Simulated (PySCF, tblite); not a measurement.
**C2H7Al2Cl3: geometry, infrared bands and NMR shifts**

Wanted: the infrared bands and NMR shifts of C2H7Al2Cl3 (`[CH3][Al@H-]1[Cl+][Al@@-]([CH3])([Cl])[Cl+]1`), by calculation.

Computed with tblite 0.8.0 and PySCF 2.14.0, with density-fitted response routines of our own, on a single molecule in the gas phase. Atoms are numbered from 0 throughout.

## (1) Starting geometry

14 atoms, charge 0, multiplicity 1; geometry from: force field or distance geometry start.

Bonds of the start (Å): C0–Al1 1.99, Al1–Cl2 2.22, Cl2–Al3 2.24, Al3–C4 1.99, Al3–Cl5 2.16, Al3–Cl6 2.22, Cl6–Al1 2.22, C0–H7 1.12, C0–H8 1.10, C0–H9 1.11, Al1–H10 1.61, C4–H11 1.12, C4–H12 1.10, C4–H13 1.11.

## (2) Relaxing the molecule with GFN2-xTB

Job settings and geometry (Å):

```
{"job": {"kind": "relax", "xc": "GFN2-xTB", "basis": "xTB"}, "charge": 0, "multiplicity": 1}
C      3.027700    -0.349400    -0.039900
Al     1.042100    -0.346500    -0.036300
Cl     0.169100     1.097700     1.410600
Al    -1.492000     1.243200    -0.083900
C     -2.592200    -0.413800     0.053600
Cl    -2.543900     3.130600    -0.180800
Cl     0.083100     0.885700    -1.609500
H      3.363600    -0.120100     0.999100
H      3.466100     0.308500    -0.798100
H      3.354900    -1.392700    -0.240700
H      0.347000    -1.771900     0.212800
H     -1.893500    -1.220800     0.384100
H     -3.355700    -0.314900     0.842500
H     -2.976800    -0.736000    -0.935500
```

The run is started by

```sh
OMP_NUM_THREADS=1 python probes_run.py task.json out
```

This one command runs all jobs of the session in turn.

**Question.** This job is followed by: GFN2-xTB harmonic vibrations, gas phase; GIAO PBE0/pcSseg-1 NMR shielding, non-relativistic, gas phase. Predict these results of the whole session: strongest single infrared mode (GFN2-xTB); zero-point energy (GFN2-xTB); 13C shifts against TMS (PBE0/pcSseg-1); 1H shifts against TMS (PBE0/pcSseg-1, means over atoms taken as alike); 27Al shifts against AlH4- (PBE0/pcSseg-1); 35Cl shifts against HCl (PBE0/pcSseg-1, means over atoms taken as alike).

**Answer**, as computed:

| quantity | value |
| --- | --- |
| strongest single infrared mode (GFN2-xTB) | 626 cm⁻¹, 360 km/mol |
| zero-point energy (GFN2-xTB) | 50.6 kcal/mol |
| 13C shifts against TMS (PBE0/pcSseg-1) | -3.3, -7.0 ppm |
| 1H shifts against TMS (PBE0/pcSseg-1, means over atoms taken as alike) | 4.51, 0.01, 0.00 ppm |
| 27Al shifts against AlH4- (PBE0/pcSseg-1) | 82.9, 64.9 ppm |
| 35Cl shifts against HCl (PBE0/pcSseg-1, means over atoms taken as alike) | 76, 19 ppm |

What this shows: Over 82 steps the energy fell by 0.528 eV; of the close pairs, Al3–Cl5 changed most, 2.163 to 2.031 Å. No mode is imaginary among the 36: a minimum at this level. Unscaled tight-binding wavenumbers are off by several per cent, some by more. Its intensities can rank the bands wrongly. At PBE0/pcSseg-1: The largest span, 196 ppm, is at Al3, where the paramagnetic term is -372 ppm.
